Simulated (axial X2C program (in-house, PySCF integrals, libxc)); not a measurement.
# SbB⁻: EOM-EA-CCSD levels

Aim: EOM-EA-CCSD levels of SbB⁻, with spin–orbit coupling in the Hamiltonian from the start.

Method: two-component X2C with atomic mean-field terms, Sb dyall-acv3z, B dyall-av3z; program: an in-house X2C program for linear molecules on PySCF integrals.

All values are calculated.

## Step 1: Set-up

Input file task.json:

```json
{
 "zs": [
  51,
  5
 ],
 "q": -1,
 "bas": [
  "dyall-acv3z",
  "dyall-av3z"
 ],
 "r0": 2.25,
 "eom": "ea",
 "thr": -2.0,
 "nmax": 92,
 "grid": [
  1,
  0.96,
  1.045,
  0.92,
  1.09,
  1.15
 ],
 "rq": 0
}
```

Keys: zs atomic numbers; q charge; bas basis sets; r0 starting distance in Å; eom kind of EOM run; thr threshold in hartree for freezing inner shells (an s shell follows its p shell); nmax most natural virtual spinors; grid distances as factors.

Command:

```
$ python soeom.py task.json out
```

Further steps of the session: EOM-EA-CCSD at 2.055 Å.

What does the calculation give? Wanted: next root led by one particle; T1 of the reference; lowest state, Re and ωe.

**Answer**, as computed:

| quantity | value |
| --- | --- |
| lowest root at 2.055 Å | Ω = 1/2, 2.225 eV |
| next root led by one particle | Ω = 1/2, about 20930 cm⁻¹ higher |
| T1 of the reference | 0.075 |
| lowest state, Re and ωe | 2.025 Å, 631 cm⁻¹ |

**Reading.** The added electron is bound by 2.23 eV in a spinor of 31% Sb pπ, 25% B pσ, 16% B pπ. The closed-shell reference lies 0.67 eV above the lowest determinant found, so these energies count from an excited configuration. Errors of 0.1 to 0.3 eV are usual at this size, and roots led by higher excitations are left out, so the list is incomplete, and low states of that kind can be missing. T1 or the largest double amplitude of the reference is raised, which lowers the reliability. The bond is 0.013 Å shorter than in the closed-shell reference at CCSD (2.039 Å).
